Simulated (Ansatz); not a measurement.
The same calculation of ClH2O3Si, SMILES [O][Si](O)(O)Cl as a Python script and as an input file (Ansatz 0.2.0, Python API).

The cells in order, each with its output:

In [1]:
```python
import json
import warnings

import ansatz as az
import numpy as np
```

In [2]:
```python
BASIS_SET = "cc-pVDZ"
XC = "B3LYP"
```

In [3]:
```python
warnings.simplefilter("ignore", az.DeckWarning)
```

In [4]:
```python
system = (
    az.Crystal.molecule()
    .atom("O", (-1.3606, -1.1556, 0.3261))
    .atom("Si", (-0.2274, 0.1123, 0.1171))
    .atom("O", (0.8122, 0.1005, 1.4471))
    .atom("O", (0.7378, -0.1591, -1.3272))
    .atom("Cl", (-1.163, 1.975, -0.0149))
    .atom("H", (1.2513, -0.7882, 1.4459))
    .atom("H", (0.0109, -0.153, -2.0398))
)
```

In [5]:
```python
job = system.calculation()
job = job.basis(gaussian=BASIS_SET)
job = job.functional(XC)
job = job.spin("collinear", total=1)
job = job.forces()
data = job.session().plan(threads=1).execute().report
```

In [6]:
```python
for key in ("converged", "free_energy_ev", "reference_energy_ev", "n_frozen", "n_occupied", "n_virtual"):
    print(f"{key:22s} {data[key]}")

state = data["mean_field"]["state"]
print(f"mean field: {state['energy']['hartree']:.7f} Ha, <S^2> = {abs(state['spin_squared']):.4f}, stability: {state.get('stability', {}).get('kind')}")

symbols = [site.symbol for site in system.cartesian_sites]
forces = np.array(data["forces_ev_ang"])
print("largest force", round(float(np.linalg.norm(forces, axis=1).max()), 4), "eV/A, rms", round(float(np.sqrt((forces ** 2).mean())), 4))
```
```text
converged              True
free_energy_ev         -26577.091007150055
reference_energy_ev    -26577.091007150055
n_frozen               0
n_occupied             [29, 28]
n_virtual              [59, 60]
mean field: -976.6900799 Ha, <S^2> = 0.7532, stability: minimum
largest force 3.1789 eV/A, rms 0.9312
```

In [7]:
```python
charges = data["charge_distribution"]
print("dipole moment", round(4.803205 * float(np.linalg.norm(charges["dipole_moment_e_ang"])), 3), "D")
print("Mulliken:", [(s, round(q, 3)) for s, q in zip(symbols, charges["mulliken_charges_e"])])
with open("clh2o3si.json", "w") as handle:
    json.dump({k: data[k] for k in ("free_energy_ev", "reference_energy_ev", "n_occupied", "n_virtual")}, handle, indent=1)
```
```text
dipole moment 1.577 D
Mulliken: [('O', -0.255), ('Si', 0.743), ('O', -0.319), ('O', -0.352), ('Cl', -0.207), ('H', 0.197), ('H', 0.193)]
```

`input.yaml`:
```yaml
crystal:
  periodic: [false, false, false]
  atoms:
    - { symbol: O, position_ang: [-1.3606, -1.1556, 0.3261] }
    - { symbol: Si, position_ang: [-0.2274, 0.1123, 0.1171] }
    - { symbol: O, position_ang: [0.8122, 0.1005, 1.4471] }
    - { symbol: O, position_ang: [0.7378, -0.1591, -1.3272] }
    - { symbol: Cl, position_ang: [-1.163, 1.975, -0.0149] }
    - { symbol: H, position_ang: [1.2513, -0.7882, 1.4459] }
    - { symbol: H, position_ang: [0.0109, -0.153, -2.0398] }
basis:
  gaussian: { orbitals: cc-pVDZ }
hamiltonian:
  xc: b3lyp
magnetization:
  spin_polarized: true
  initial_magnetization: 1.0
output:
  forces: true
```

The program run on that file:
```console
$ ansatz run input.yaml --threads 1 --pin off --max-ram 4096MiB --backend cpu --events-out ev --progress --plain --runs-dir out
Engine: ansatz 0.2.0, aarch64-unknown-linux-gnu
Functional definition: B3LYP
  parameter a0 = 0.2
  parameter ax = 0.72
  parameter ac = 0.81
  exchange = (1 - a0 - ax)*slater_x + ax*b88_x + a0*exact_x
  correlation = (1 - ac)*vwn_rpa_c + ac*lyp_c
848 factors; integrals over basis functions are off by at most 1.5e-3 eV
mean field evaluation 1: about -26557.2613 eV, gradient 6.5e1 eV
mean field evaluation 2: about -26388.8853 eV, gradient 1.6e2 eV
mean field evaluation 4: about -26571.9321 eV, gradient 3.5e1 eV
mean field evaluation 8: about -26576.9054 eV, gradient 4.9e-1 eV
mean field evaluation 16: about -26577.0536 eV, gradient 6.9e-2 eV
mean field evaluation 32: about -26577.0908 eV, gradient 1.8e-5 eV
mean field -26577.09079954 eV, -976.6900722838 hartree, gradient 3.5e-7 eV, S^2 0.753151; 2 other end points of the search recorded, 0 dependent functions left out
the calculation of the forces begins
reference -26577.09100715 eV, -976.6900799135 hartree; 29, 28 occupied and 59, 60 virtual orbitals, 848 factors
Total energy: -26577.09100715 eV, -976.6900799135 hartree
Atom 0 at    -1.360600    -1.155600     0.326100 Å, force     0.375811     0.371137    -0.268679 eV/Å
Atom 1 at    -0.227400     0.112300     0.117100 Å, force     1.379711    -0.102977    -0.614614 eV/Å
Atom 2 at     0.812200     0.100500     1.447100 Å, force    -0.193978    -0.782891    -0.651561 eV/Å
Atom 3 at     0.737800    -0.159100    -1.327200 Å, force    -3.148582     0.168356     0.404317 eV/Å
Atom 4 at    -1.163000     1.975000    -0.014900 Å, force     0.189020    -0.427781     0.104403 eV/Å
Atom 5 at     1.251300    -0.788200     1.445900 Å, force    -0.254375     0.814537     0.223185 eV/Å
Atom 6 at     0.010900    -0.153000    -2.039800 Å, force     1.652394    -0.040380     0.802949 eV/Å
Dipole moment:     0.079071    -0.238253    -0.211596 e Å
```

Total energies depend on the basis set; only differences at equal settings carry meaning. The geometry is a force-field or estimated start, not a minimum of this method, and the basis set is short of its limit. The species is open-shell (spin multiplicity 2). b3lyp holds the VWN-RPA fit, as in Gaussian; the form of ORCA and Turbomole is b3lyp5. Wall time of the script: 21 s on 1 thread of Arm Neoverse V2, with other jobs on the host, peak memory 0.34 GiB.

(Lines on the test bed's own set-up are left out of the output.)
